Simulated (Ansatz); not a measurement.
# CH5AlF3N: how energies converge with the basis set

How large a basis does CH5AlF3N need? Two functionals are run in growing sets.

Program: Ansatz 0.2.0, Gaussian basis. Level of theory: one geometry, several basis sets. These are calculated values, not measurements.

The runs, in order: PBE0-D4/def2-SVP; ωB97M-V/def2-SVP; PBE0-D4/def2-QZVPP; ωB97M-V/def2-QZVPP; the functionals' def2-TZVPP values are taken from earlier runs.

**1. The relaxed structure**

An earlier PBE0-D4 in a triple-zeta def2 set relaxation fixed the geometry.

SMILES `C[NH2+][Al-]([F])([F])[F]`, 11 atoms, charge 0, spin multiplicity 1.

Atoms are counted from 1 here; the program's logs count them from 0.

Bond lengths: C1–N2 1.477 Å, C1–H7 1.091 Å, C1–H8 1.089 Å, C1–H9 1.089 Å, N2–Al3 1.983 Å, N2–H10 1.016 Å, N2–H11 1.016 Å, Al3–F4 1.659 Å, Al3–F5 1.657 Å, Al3–F6 1.659 Å. Angles: N2–C1–H7 111.7°, N2–C1–H8 108.5°, N2–C1–H9 108.5°, H7–C1–H8 109.8°, H7–C1–H9 109.8°, H8–C1–H9 108.5°, C1–N2–Al3 112.9°, C1–N2–H10 110.2°, C1–N2–H11 110.2°, Al3–N2–H10 108.6°, Al3–N2–H11 108.5°, H10–N2–H11 106.1°, N2–Al3–F4 100.6°, N2–Al3–F5 101.2°, N2–Al3–F6 100.6°, F4–Al3–F5 116.7°, F4–Al3–F6 116.2°, F5–Al3–F6 116.7°.

**2. PBE0-D4 in def2-SVP**

Input file in.yaml:

```yaml
crystal:
  periodic: [false, false, false]
  atoms:
    - {symbol: C, position_ang: [-0.016884, -1.100681, 0.845500]}
    - {symbol: N, position_ang: [0.633127, -0.270144, -0.188982]}
    - {symbol: Al, position_ang: [-0.451842, 1.307510, -0.706057]}
    - {symbol: F, position_ang: [-1.826442, 0.564361, -1.261876]}
    - {symbol: F, position_ang: [0.525883, 2.012281, -1.842875]}
    - {symbol: F, position_ang: [-0.577840, 2.084127, 0.753994]}
    - {symbol: H, position_ang: [0.595363, -1.962206, 1.114938]}
    - {symbol: H, position_ang: [-0.979254, -1.438035, 0.463929]}
    - {symbol: H, position_ang: [-0.191357, -0.483467, 1.725353]}
    - {symbol: H, position_ang: [1.539473, 0.053496, 0.138163]}
    - {symbol: H, position_ang: [0.815172, -0.824243, -1.021488]}
basis:
  gaussian: {orbitals: def2-SVP}
hamiltonian: {xc: pbe0, dispersion: d4}
output: {orbitals: {seedname: orbitals}}
```

Run with:

```console
> ansatz run in.yaml --threads 4 --pin off --events-out ev --progress --plain --max-ram 10444MiB
```

After this run come: ωB97M-V in def2-SVP; PBE0-D4 in def2-QZVPP; ωB97M-V in def2-QZVPP.

Q: Predict the results of all the runs planned. Wanted: PBE0-D4: double and triple zeta above quadruple; ωB97M-V: double and triple zeta above quadruple.

The runs gave:

| quantity | value |
| --- | --- |
| PBE0-D4: double and triple zeta above quadruple | 16.62, 0.87 eV |
| ωB97M-V: double and triple zeta above quadruple | 16.90, 0.82 eV |

PBE0-D4 gains 15.76 eV from double to triple zeta, then 0.87 eV more. These are total energies; as a rule much of such shifts cancels in differences, which this series doesn't test. The LUMO of ωB97M-V is positive and keeps falling with the basis (1.85 to 0.68 eV): an unbound level that the basis holds in place.
